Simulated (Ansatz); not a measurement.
# AlCl2HO: the cost of one run

All numbers are computed with Ansatz 0.2.0 through its Python package. The levels of theory stand in the script.

## (1) The structure

Bond lengths: O1–Al2 1.792 Å, Al2–Cl3 2.183 Å, Al2–Cl4 2.165 Å, O1–H5 0.992 Å. Angles: O1–Al2–Cl3 118.8°, O1–Al2–Cl4 121.9°, Cl3–Al2–Cl4 119.3°, Al2–O1–H5 107.2°.

The script holds or builds the structure itself.

## (2) The code

methods_alcl2ho.py

```python
# -*- coding: utf-8 -*-
"""One geometry of AlCl2HO, method by method."""

import ansatz as az

config = {
    "basis": "cc-pVDZ",
}

geometry_ang = [
    ("O", [-0.1954, 1.396, 0.352]),
    ("Al", [-0.1352, -0.3738, 0.0748]),
    ("Cl", [1.1911, -1.5867, 1.314]),
    ("Cl", [-1.2639, -1.3227, -1.5106]),
    ("H", [0.4533, 1.8135, -0.2716]),
]
system = az.Crystal.molecule()
for symbol, xyz in geometry_ang:
    system = system.atom(symbol, xyz)

job = system.calculation().basis(gaussian=config["basis"])

methods = ["mp2", "ccsd", "ccsd_t"]
reports = [job.correlation(m).run(threads=1, backend="cpu").report for m in methods]
print(f"Hartree-Fock reference {reports[0]['reference_energy_ev'] / 27.211386246:.6f} Ha")
best = reports[-1]["free_energy_ev"] - reports[-1]["reference_energy_ev"]
for method, each in zip(methods, reports):
    gained = each["free_energy_ev"] - each["reference_energy_ev"]
    print(f"{method:8s} total {each['free_energy_ev'] / 27.211386246:.6f} Ha  correlation {gained:9.4f} eV  ({100 * gained / best:.1f} % of the last)")
```

## (3) What the engine is handed

The engine receives this input (first run):

```yaml
crystal:
  periodic: [false, false, false]
  atoms:
    - { symbol: O, position_ang: [-0.1954, 1.396, 0.352] }
    - { symbol: Al, position_ang: [-0.1352, -0.3738, 0.0748] }
    - { symbol: Cl, position_ang: [1.1911, -1.5867, 1.314] }
    - { symbol: Cl, position_ang: [-1.2639, -1.3227, -1.5106] }
    - { symbol: H, position_ang: [0.4533, 1.8135, -0.2716] }
basis:
  gaussian:
    orbitals: cc-pVDZ
correlation:
  method: mp2
```

## (4) The run

Launch:

```bash
> python methods_alcl2ho.py
```

**Question.** How long does this script take on 1 thread of AMD EPYC 9R45 (Zen 5), shared host, and how much memory does it need?

About 3 s, with a peak of 0.24 GiB.
